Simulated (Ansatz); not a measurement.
# MgS: a point defect seen from the nuclei (Cl on an S site), part 3 of 3

How do the nuclei near a point defect see it? The defect is Cl on an S site in MgS (cell charge 0), first unrelaxed. The cell is a supercell built from a computed entry of the Materials Project. Planned: a single point, then a relaxation, then a check of dispersion with dr2_threshold.

Ansatz 0.2.0; DFT, PBE, plane-wave PAW, default files, scalar-relativistic, as far as a step names no other.

### Step 4. Trying other settings (hamiltonian.dispersion = d3bjatm, scf.convergence.dr2_threshold = 1e-08)

The input, input.yaml:

```yaml
crystal:
  lattice:
    - [0.0, 7.8131926668, 7.8131926668]
    - [7.8131926668, 0.0, 7.8131926668]
    - [7.8131926668, 7.8131926668, 0.0]
  atoms:
    - { symbol: Mg, position: [0.0, 0.0, 0.0] }
    - { symbol: Mg, position: [0.0, 0.0, 0.3333333333] }
    - { symbol: Mg, position: [0.0, 0.0, 0.6666666667] }
    - { symbol: Mg, position: [0.0, 0.3333333333, 0.0] }
    - { symbol: Mg, position: [0.0, 0.3333333333, 0.3333333333] }
    - { symbol: Mg, position: [0.0, 0.3333333333, 0.6666666667] }
    - { symbol: Mg, position: [0.0, 0.6666666667, 0.0] }
    - { symbol: Mg, position: [0.0, 0.6666666667, 0.3333333333] }
    - { symbol: Mg, position: [0.0, 0.6666666667, 0.6666666667] }
    - { symbol: Mg, position: [0.3333333333, 0.0, 0.0] }
    - { symbol: Mg, position: [0.3333333333, 0.0, 0.3333333333] }
    - { symbol: Mg, position: [0.3333333333, 0.0, 0.6666666667] }
    - { symbol: Mg, position: [0.3333333333, 0.3333333333, 0.0] }
    - { symbol: Mg, position: [0.3333333333, 0.3333333333, 0.3333333333] }
    - { symbol: Mg, position: [0.3333333333, 0.3333333333, 0.6666666667] }
    - { symbol: Mg, position: [0.3333333333, 0.6666666667, 0.0] }
    - { symbol: Mg, position: [0.3333333333, 0.6666666667, 0.3333333333] }
    - { symbol: Mg, position: [0.3333333333, 0.6666666667, 0.6666666667] }
    - { symbol: Mg, position: [0.6666666667, 0.0, 0.0] }
    - { symbol: Mg, position: [0.6666666667, 0.0, 0.3333333333] }
    - { symbol: Mg, position: [0.6666666667, 0.0, 0.6666666667] }
    - { symbol: Mg, position: [0.6666666667, 0.3333333333, 0.0] }
    - { symbol: Mg, position: [0.6666666667, 0.3333333333, 0.3333333333] }
    - { symbol: Mg, position: [0.6666666667, 0.3333333333, 0.6666666667] }
    - { symbol: Mg, position: [0.6666666667, 0.6666666667, 0.0] }
    - { symbol: Mg, position: [0.6666666667, 0.6666666667, 0.3333333333] }
    - { symbol: Mg, position: [0.6666666667, 0.6666666667, 0.6666666667] }
    - { symbol: Cl, position: [0.1666666667, 0.1666666667, 0.1666666667], spin: 1.0 }
    - { symbol: S, position: [0.1666666667, 0.1666666667, 0.5] }
    - { symbol: S, position: [0.1666666667, 0.1666666667, 0.8333333333] }
    - { symbol: S, position: [0.1666666667, 0.5, 0.1666666667] }
    - { symbol: S, position: [0.1666666667, 0.5, 0.5] }
    - { symbol: S, position: [0.1666666667, 0.5, 0.8333333333] }
    - { symbol: S, position: [0.1666666667, 0.8333333333, 0.1666666667] }
    - { symbol: S, position: [0.1666666667, 0.8333333333, 0.5] }
    - { symbol: S, position: [0.1666666667, 0.8333333333, 0.8333333333] }
    - { symbol: S, position: [0.5, 0.1666666667, 0.1666666667] }
    - { symbol: S, position: [0.5, 0.1666666667, 0.5] }
    - { symbol: S, position: [0.5, 0.1666666667, 0.8333333333] }
    - { symbol: S, position: [0.5, 0.5, 0.1666666667] }
    - { symbol: S, position: [0.5, 0.5, 0.5] }
    - { symbol: S, position: [0.5, 0.5, 0.8333333333] }
    - { symbol: S, position: [0.5, 0.8333333333, 0.1666666667] }
    - { symbol: S, position: [0.5, 0.8333333333, 0.5] }
    - { symbol: S, position: [0.5, 0.8333333333, 0.8333333333] }
    - { symbol: S, position: [0.8333333333, 0.1666666667, 0.1666666667] }
    - { symbol: S, position: [0.8333333333, 0.1666666667, 0.5] }
    - { symbol: S, position: [0.8333333333, 0.1666666667, 0.8333333333] }
    - { symbol: S, position: [0.8333333333, 0.5, 0.1666666667] }
    - { symbol: S, position: [0.8333333333, 0.5, 0.5] }
    - { symbol: S, position: [0.8333333333, 0.5, 0.8333333333] }
    - { symbol: S, position: [0.8333333333, 0.8333333333, 0.1666666667] }
    - { symbol: S, position: [0.8333333333, 0.8333333333, 0.5] }
    - { symbol: S, position: [0.8333333333, 0.8333333333, 0.8333333333] }
magnetization:
  spin_polarized: true
kpoints:
  mp_grid: { grid: [2, 2, 2] }
scf:
  occupations: { method: fermi_dirac, width: 0.01 }
  convergence: { dr2_threshold: 1.0e-08 }
hamiltonian:
  xc: pbe
  pseudopotentials: { kind: paw }
  dispersion: d3bjatm
output:
  forces: true
  stress: true
  populations: true
  efg:
    quadrupole_moments_barn: { Mg: 0.1994, Cl: -0.08112, S: -0.0694 }
    contact_densities: true
  write_density: true
  write_potential: true
  elf: true
  volumetric_format: npy
```

Launch:

```console
$ ansatz run input.yaml --threads 4 --pin off --max-ram 8192MiB --backend cpu --events-out ev --progress --plain --runs-dir out
```

The log of the run:

```text
[... 1 line left out ...]
Warning: RAYON_NUM_THREADS=4 ignored (pool sized by the plan → 4); use --threads N
Engine: ansatz 0.2.0, aarch64-unknown-linux-gnu
Pseudopotentials: kind: paw
Pseudopotential: Mg, paw, valence charge 10, recommended cutoff 420 eV (normal), Mg.paw.azcp
Pseudopotential: Cl, paw, valence charge 7, recommended cutoff 420 eV (normal), Cl.paw.azcp
Pseudopotential: S, paw, valence charge 6, recommended cutoff 420 eV (normal), S.paw.azcp
Functional definition: PBE
  parameter kappa = 0.804
  parameter beta = 0.06672455060314922
  exchange = pbe_x(kappa = kappa, mu = beta*pi^2/3)
  correlation = pbe_c(beta = beta)
Crystal: 54 atoms, lattice volume = 953.928 Å³
Basis set: ecut = 420 eV, 18643 PW (Γ), exchange–correlation on 150×150×150 points (8 copies of the dense FFT grid, shifted against one another)
Bands: 271, of which v1, the nominal top of the filled ones, is band 217 counted from 1 (216 counted from 0)
Symmetry: 48 space group operations
Space group: Fm-3m (ITA 225), of the structure as read, at distance tolerance 9.8e-5 Å
Magnetic group: BNS 225.116 (UNI 1618), of the structure as read, at distance tolerance 9.8e-5 Å
k-points: 3 of 8
Non-local potential: Mg, projectors of the file, l = 0: 3, l = 1: 2, l = 2: 1
Non-local potential: Cl, projectors of the file, l = 0: 2, l = 1: 2, l = 2: 2
Non-local potential: S, projectors of the file, l = 0: 2, l = 1: 2, l = 2: 2
PAW form: soft (Blöchl's): semilocal exchange-correlation on the pseudo side does not see the compensation charge
PAW one-centre angular grid: Mg, 110 points (default); XC on 64 Gauss nodes
PAW one-centre angular grid: Cl, 110 points (default); XC on 64 Gauss nodes
PAW one-centre angular grid: S, 110 points (default); XC on 64 Gauss nodes
Initial density: superposition of atomic densities (chi_scale 0.1, normalization cell, long waves kept (reshape's long-wave potential 0.20 eV rms))
Starting moments: Σ|m| = 1 μB on 1 of 54 sites
Initial wavefunctions: pseudopotential atomic-orbital guess
Functional: x = pbe(κ = 0.804, μ = 0.2195149727645171), c = pbe(β = 0.06672455060314922)
SCF iter   1: F=—  HF=-76574.030158 eV  |F-HF|=—  |Δ(HF+E_count)|=         —  Δρ=2.21e-2 (↑2.21e-2 ↓1.84e-2)  dr2=2.13e1  dr2_m=2.11e-1  M=0.013 μB ∫|m|=0.194 μB  β_m=0.30  ethr=3.10e-3  ⟨swp⟩=5.7  Hψ=6468  notcnv=0  defer=112
preconditioner: auto → Resta (q_TF=auto, 2.392 Å⁻¹)  ε∞=4.0  [insulator: Δε(μ)=0.046 eV  Ē_g=10.290 eV  σ=0.010 eV  W_gap=0.71  n_scr=228 (ndim 8)  ℏωp=17.7 eV  f_vac=0.000  D(μ)=9.37/eV (n_scr^D=26)  ε∞_Penn≈4.0]
spin=Collinear: Resta preconditioning applied to the charge; magnetization (m = ρ↑ − ρ↓) channel mixes plain (no charge-response kernel on spin).
SCF iter   2: F=—  HF=-76570.992367 eV  |F-HF|=—  |Δ(HF+E_count)|=    3.04e0  Δρ=1.47e-2 (↑1.47e-2 ↓1.27e-2)  dr2=8.96e0  dr2_m=1.19e-1  M=0.004 μB ∫|m|=0.124 μB  β_m=0.30  ethr=3.10e-3  ⟨swp⟩=2.0  Hψ=2570  notcnv=0  defer=263
SCF iter   3: F=—  HF=-76569.624761 eV  |F-HF|=—  |Δ(HF+E_count)|=    1.37e0  Δρ=5.72e-3 (↑4.67e-3 ↓5.72e-3)  dr2=7.11e-1  dr2_m=6.59e-2  M=0.000 μB ∫|m|=0.080 μB  β_m=0.30  ethr=2.07e-3  ⟨swp⟩=4.5  Hψ=3242  notcnv=0  defer=270
[... 5 lines left out ...]
spin-set hold released at iteration 7 (site moments contracting): the magnetisation degrees of freedom join the quasi-Newton model from the next iteration; the mixer history was flushed
[... 2 lines left out ...]
SCF iter  10: F=—  HF=-76569.773632 eV  |F-HF|=—  |Δ(HF+E_count)|=   6.24e-4  Δρ=7.06e-6 (↑5.40e-6 ↓7.06e-6)  dr2=5.51e-7  dr2_m=2.46e-7  M=-0.000 μB ∫|m|=0.001 μB  β_m=0.87  ethr=7.33e-10  ⟨swp⟩=3.0  Hψ=2848  notcnv=0  defer=284
SCF iter  11: F=—  HF=-76569.773634 eV  |F-HF|=—  |Δ(HF+E_count)|=   1.31e-6  Δρ=9.02e-7 (↑7.81e-7 ↓9.02e-7)  dr2=3.27e-8  dr2_m=3.10e-10  M=-0.000 μB ∫|m|=0.000 μB  β_m=0.88  ethr=1.27e-10  ⟨swp⟩=3.0  Hψ=2814  notcnv=0  defer=284
[... 101 lines left out ...]
  atom  36  S  V_zz =    -0.274004   η = 0.0000   by run symmetry: allowed   C_q = +0.4598 MHz
            electrostatic potential = -1633.510641 V   contact ρ = 19764.060349 e/Å³   contact ρ_s (e/Å³): all electrons -0.000001, valence -0.000001
  atom  37  S  V_zz =    +1.603417   η = 0.0025   by run symmetry: allowed   C_q = -2.6907 MHz
            electrostatic potential = -1633.330555 V   contact ρ = 19764.291401 e/Å³   contact ρ_s (e/Å³): all electrons +0.000002, valence +0.000002
  atom  38  S  V_zz =    -0.274004   η = 0.0000   by run symmetry: allowed   C_q = +0.4598 MHz
            electrostatic potential = -1633.510641 V   contact ρ = 19764.060349 e/Å³   contact ρ_s (e/Å³): all electrons -0.000001, valence -0.000001
  atom  39  S  V_zz =    +1.603417   η = 0.0025   by run symmetry: allowed   C_q = -2.6907 MHz
            electrostatic potential = -1633.330555 V   contact ρ = 19764.291401 e/Å³   contact ρ_s (e/Å³): all electrons +0.000002, valence +0.000002
  atom  40  S  V_zz =    -0.274004   η = 0.0000   by run symmetry: allowed   C_q = +0.4598 MHz
            electrostatic potential = -1633.510641 V   contact ρ = 19764.060349 e/Å³   contact ρ_s (e/Å³): all electrons -0.000001, valence -0.000001
  atom  41  S  V_zz =    -0.274004   η = 0.0000   by run symmetry: allowed   C_q = +0.4598 MHz
            electrostatic potential = -1633.510641 V   contact ρ = 19764.060349 e/Å³   contact ρ_s (e/Å³): all electrons -0.000001, valence -0.000001
  atom  42  S  V_zz =    +0.096072   η = 0.0000   by run symmetry: allowed   C_q = -0.1612 MHz
            electrostatic potential = -1633.541471 V   contact ρ = 19764.074154 e/Å³   contact ρ_s (e/Å³): all electrons -0.000002, valence -0.000002
  atom  43  S  V_zz =    +1.603417   η = 0.0025   by run symmetry: allowed   C_q = -2.6907 MHz
            electrostatic potential = -1633.330555 V   contact ρ = 19764.291401 e/Å³   contact ρ_s (e/Å³): all electrons +0.000002, valence +0.000002
  atom  44  S  V_zz =    +0.096072   η = 0.0000   by run symmetry: allowed   C_q = -0.1612 MHz
            electrostatic potential = -1633.541471 V   contact ρ = 19764.074154 e/Å³   contact ρ_s (e/Å³): all electrons -0.000002, valence -0.000002
  atom  45  S  V_zz =    +0.096072   η = 0.0000   by run symmetry: allowed   C_q = -0.1612 MHz
            electrostatic potential = -1633.541471 V   contact ρ = 19764.074154 e/Å³   contact ρ_s (e/Å³): all electrons -0.000002, valence -0.000002
  atom  46  S  V_zz =    +1.603417   η = 0.0025   by run symmetry: allowed   C_q = -2.6907 MHz
            electrostatic potential = -1633.330555 V   contact ρ = 19764.291401 e/Å³   contact ρ_s (e/Å³): all electrons +0.000002, valence +0.000002
  atom  47  S  V_zz =    +1.603417   η = 0.0025   by run symmetry: allowed   C_q = -2.6907 MHz
            electrostatic potential = -1633.330555 V   contact ρ = 19764.291401 e/Å³   contact ρ_s (e/Å³): all electrons +0.000002, valence +0.000002
  atom  48  S  V_zz =    -0.274004   η = 0.0000   by run symmetry: allowed   C_q = +0.4598 MHz
            electrostatic potential = -1633.510641 V   contact ρ = 19764.060349 e/Å³   contact ρ_s (e/Å³): all electrons -0.000001, valence -0.000001
  atom  49  S  V_zz =    +1.603417   η = 0.0025   by run symmetry: allowed   C_q = -2.6907 MHz
            electrostatic potential = -1633.330555 V   contact ρ = 19764.291401 e/Å³   contact ρ_s (e/Å³): all electrons +0.000002, valence +0.000002
  atom  50  S  V_zz =    +0.096072   η = 0.0000   by run symmetry: allowed   C_q = -0.1612 MHz
            electrostatic potential = -1633.541471 V   contact ρ = 19764.074154 e/Å³   contact ρ_s (e/Å³): all electrons -0.000002, valence -0.000002
  atom  51  S  V_zz =    +0.096072   η = 0.0000   by run symmetry: allowed   C_q = -0.1612 MHz
            electrostatic potential = -1633.541471 V   contact ρ = 19764.074154 e/Å³   contact ρ_s (e/Å³): all electrons -0.000002, valence -0.000002
  atom  52  S  V_zz =    -0.274004   η = 0.0000   by run symmetry: allowed   C_q = +0.4598 MHz
            electrostatic potential = -1633.510641 V   contact ρ = 19764.060349 e/Å³   contact ρ_s (e/Å³): all electrons -0.000001, valence -0.000001
  atom  53  S  V_zz =    +0.096072   η = 0.0000   by run symmetry: allowed   C_q = -0.1612 MHz
            electrostatic potential = -1633.541471 V   contact ρ = 19764.074154 e/Å³   contact ρ_s (e/Å³): all electrons -0.000002, valence -0.000002
  atom  54  S  V_zz =    -0.274004   η = 0.0000   by run symmetry: allowed   C_q = +0.4598 MHz
            electrostatic potential = -1633.510641 V   contact ρ = 19764.060349 e/Å³   contact ρ_s (e/Å³): all electrons -0.000001, valence -0.000001
--- Band table (eV; the first three rows and the last of 6) ---
[... 4 lines left out ...]
--- Löwdin populations: 54 sites ---
  site symbol       q [e]    m [muB]
[... 54 lines left out ...]
  spilling = 0.009195 (of n_electrons = 433.000000)
```

Wall time 65 s (4 threads of Arm Neoverse V1, shared host); peak memory 4.2 GiB.

State: no gap over 0.1 eV on the mesh, largest force 0.986 eV/Å, pressure -1.3 GPa.

What changed since step 2 (V_zz in 10²¹ V/m²):

```
site          atoms  V_zz, PBE  V_zz, new settings  η, PBE  η, new settings
  Cl             28       0.00                0.00       –                –
 Mg2     2, 4, 5, …       0.91                0.91    0.00             0.00
 S29  29, 30, 31, …       1.60                1.60    0.00             0.00
 Mg1     1, 3, 7, …     -0.005              -0.005    0.00             0.00
 S42  42, 44, 45, …      0.096               0.096    0.00             0.00
 Mg6     6, 8, 9, …     -0.065              -0.065    0.27             0.27
 S32  32, 36, 38, …      -0.27               -0.27    0.00             0.00
Mg27             27       0.00                0.00       –                –
```

The sizes of the gradients above 0.15 moved by less than 0.1 % at any site. An added dispersion term adds to energy, forces and stress but leaves the density alone.

### Step 5. From gradients to spectra (values of step 3)

²⁵Mg (I = 5/2, Q = 199.4 mb) at 16.4 T, Larmor frequency 42.8 MHz. Second-order quadrupolar shifts of the central transition; chemical shifts are not computed, so all sites share one zero.

| site | count | C_Q (MHz) | η | ν_Q (MHz) | δ_QIS (ppm) |
| --- | --- | --- | --- | --- | --- |
| Mg2 | 6 | 3.23 | 0.00 | 0.485 | -34.3 |
| Mg1 | 8 | -0.118 | 0.00 | 0.018 | 0.0 |
| Mg6 | 12 | -0.653 | 0.11 | 0.098 | -1.4 |
| Mg27 | 1 | 0 | – | 0 | 0.0 |

²⁵Mg central transition, under fast magic-angle spinning:

(kHz, intensity): (-3.8, 0), (-3.6, 0), (-3.5, 0), (-3.3, 0), (-3.1, 0), (-2.9, 0), (-2.8, 0), (-2.6, 0), (-2.4, 1), (-2.2, 6), (-2.1, 4), (-1.9, 3), (-1.7, 3), (-1.5, 3), (-1.4, 3), (-1.2, 3), (-1.0, 3), (-0.8, 4), (-0.7, 6), (-0.5, 5), (-0.3, 0), (-0.1, 47), (0.0, 100), (0.2, 0)

### Step 6. Outcome

The summary covers parts 1 to 3.

```
                                                                                                          quantity                                                                                                                                       value
                                                                                                    state (step 3)                                                                  no gap over 0.1 eV on the mesh, largest force 0.010 eV/Å, pressure 1.7 GPa
                                                                                  V_zz by site, step 3 (10²¹ V/m²)                                                        Cl 0.00, Mg2 0.67, S29 -0.63, Mg1 -0.024, S42 -0.14, Mg6 -0.14, S32 -0.15, Mg27 0.00
                                                                                       largest C_Q in size, step 3                                                                                                                       3.23 MHz, ²⁵Mg at Mg2
                                                                              step 3 (ions relaxed) against step 2  46 % in the median, 60 % at the site that moves most (small gradients counted from 0.15; S29, 1.60 to -0.63), with a change of sign at S29
step 4 (hamiltonian.dispersion = d3bjatm, scf.convergence.dr2_threshold = 1e-08) against step 2, before relaxation                                                                                                                 less than 0.1 % at any site
```

In words: The largest gradient sits at Mg2 (5 S at 2.50–2.59 Å, 1 Cl at 2.74 Å). The cell ends without a spin moment. The relaxation kept the symmetry Fm-3m, so a distorted place of lower energy may have been missed. With states at the Fermi level, this mesh doesn't settle the gradients near the defect. Moves of at most 0.13 Å on relaxation changed gradients by up to 60 % in size (gradients over 0.15 counted), so small moves matter. At 16.4 T the ²⁵Mg line of the largest coupling listed spans about 3.1 kHz under magic-angle spinning and 7.6 kHz static, from the quadrupolar part alone (no shift anisotropy). The defect repeats with the cell of 54 atoms, so it feels its images: sites between two images don't show the values beside a lone defect, and zeros or small values of η there can come from the images' arrangement. The relaxation keeps the site symmetry m-3m of the start, so the impurity can't leave its site; a distortion that would localise the carrier isn't explored. The defect cell has no gap above 0.1 eV on its mesh, so the values hang on the smearing and the k-mesh. The start moments die out, and the run ends without spin.
